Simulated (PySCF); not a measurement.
# ZnP+: from the state search to spectroscopic constants

The task here is to estimate one member of a computed series from the others.

Computed with PySCF 2.14.0. Level: Zn x2c-SVPall, P x2c-SVPall, spin-free X2C with a Gaussian nucleus.

Set-up of the first run:

Settings of the job:

- atoms: Zn, P
- charge: 1
- basis: Zn x2c-SVPall, P x2c-SVPall
- Hamiltonian: spin-free X2C with a Gaussian nucleus
- basis functions: 54
- electrons treated: 44
- masses in u: 63.9291, 30.9738
- levels: PBE0, PBE, r²SCAN, B2PLYP, r²SCANh, BP86, HSE06, HF, MP2, SCS-MP2, CCSD, CCSD(T)
- grid: 80 radial by 434 angular points
- occupations: held fixed by the projection of orbital angular momentum
- dissociation limit: Zn+ + P, each in its ground configuration
- starting distance in angstrom: 2.355
- values of 2S to try: 0, 2, 4

On the command line:

```sh
OMP_NUM_THREADS=1 python dia.py task.json out
```

Among the steps run: Input; First curve: PBE0; Higher solutions at PBE0; PBE; r²SCAN; B2PLYP; r²SCANh (hybrid meta-GGA); BP86; HSE06; ROHF; Correlated methods on the Hartree–Fock reference.

One of the session's tables, all rows but one given; the rest of the session is left out.

It belongs to the step «The curves together». Energy (eV) from each level's lowest point:

| R (Å) | ROHF | ROHF-MP2 | ROHF-SCS-MP2 | ROHF-CCSD | ROHF-CCSD(T) |
| --- | --- | --- | --- | --- | --- |
| 2.000 | 0.799 | 0.611 | 0.670 | n/a | n/a |
| 2.093 | 0.386 | 0.260 | 0.303 | 0.340 | 0.336 |
| 2.186 | 0.146 | 0.074 | 0.100 | 0.123 | 0.121 |
| 2.256 | 0.049 | 0.013 | 0.025 | 0.037 | 0.036 |
| 2.326 | 0.005 | 0.000 | 0.000 | 0.000 | 0.000 |
| 2.396 | ? | ? | ? | ? | ? |
| 2.489 | 0.040 | 0.097 | 0.069 | 0.041 | 0.042 |
| 2.605 | 0.139 | 0.232 | 0.185 | 0.137 | 0.137 |
| 2.745 | 0.303 | 0.430 | 0.362 | 0.291 | 0.290 |

Q: Estimate the row for R (Å) = 2.396 from the others.

Worked estimate for «ROHF». A straight line through the neighbours (2.326, 0.005) and (2.489, 0.040) gives 0.005 + (0.040 − 0.005) × (2.396 − 2.326) / (2.489 − 2.326) = 0.020; a parabola fitted to 4 rows on both sides gives 0.004.

The run gave: ROHF: 0.000; ROHF-MP2: 0.024; ROHF-SCS-MP2: 0.012; ROHF-CCSD: 0.000; ROHF-CCSD(T): 0.000. In «ROHF» the line misses by +0.020 and the parabola by +0.004.

State 3 has its PBE0 minimum 1.57 eV higher. The other levels ran on the lowest alone.
